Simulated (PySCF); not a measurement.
**RbCl+: from the state search to spectroscopic constants**

One job finds the state of RbCl+, follows it along the bond with each method and fits the curves.

Computed with PySCF 2.14.0. Level: Rb def2-SVPD with ECP28, Cl def2-SVPD, scalar-relativistic core potentials.

### 1 The job

The job is set up so:

```yaml
atoms: Rb, Cl
charge: 1
basis: Rb def2-SVPD with ECP28, Cl def2-SVPD
Hamiltonian: scalar-relativistic core potentials
basis_functions: 54
electrons_treated: 25
masses_in_u: 84.9118, 34.9689
levels: PBE0, PBE, r²SCAN, MN15, BHandHLYP, revPBE, HF, MP2, SCS-MP2, CCSD, CCSD(T)
grid: 80 radial by 434 angular points
occupations: held fixed by the projection of orbital angular momentum
dissociation_limit: Rb+ + Cl, each in its ground configuration
starting_distance_in_angstrom: 3.130
values_of_2S_to_try: 1, 3
```

Started as:

```sh
> OMP_NUM_THREADS=1 python dia.py task.json out
```

After this run come: The PBE0 curve of the state that the search chose; Higher solutions at PBE0; PBE (GGA); r²SCAN (meta-GGA); MN15; BHandHLYP (global hybrid GGA); revPBE; UHF; Correlated methods on the Hartree–Fock reference.

What does the calculation give? Wanted: for each run, Re; ωe; De; μ.

**Answer**, as computed:

Lowest PBE0 solution found, without spin–orbit coupling: ²Π (doublet), unpaired electrons π ↑. The other levels ran on it alone.

```tsv
level	Re (Å)	ωe (cm⁻¹)	De (eV)	μ (D)
UHF	3.623	66.6	0.134	-4.24
UHF-MP2	3.497	80.5	0.188	n/a
UHF-SCS-MP2	3.516	78.7	0.181	n/a
UHF-CCSD	3.503	80.3	0.187	n/a
UHF-CCSD(T)	3.499	80.8	0.190	n/a
PBE	3.507	75.6	0.178	-3.89
revPBE	3.638	64.1	0.147	-4.15
r²SCAN	3.497	77.8	0.169	-3.94
PBE0	3.491	75.8	0.170	-3.92
MN15	3.470	80.9	0.189	-3.91
BHandHLYP	3.494	77.2	0.163	-3.96
```

De is counted to Rb+ + Cl in their ground configurations. A positive dipole points from Rb to Cl; in an ion it is taken about the centre of mass and does not tell which atom is negative.

What this shows: The methods spread over 0.169 Å in bond length, from MN15 to revPBE. CCSD(T) can't serve as the judge here: for a weak bond in this basis it is far from its limit. Among the levels with a De in the table, it runs from 0.134 eV (UHF) to 0.190 eV (UHF-CCSD(T)).

Correlated steps freeze 5 core orbitals. The bond is weak, and basis-set superposition, which was not computed, may be a sizeable part of it. Spin–orbit coupling is left out.
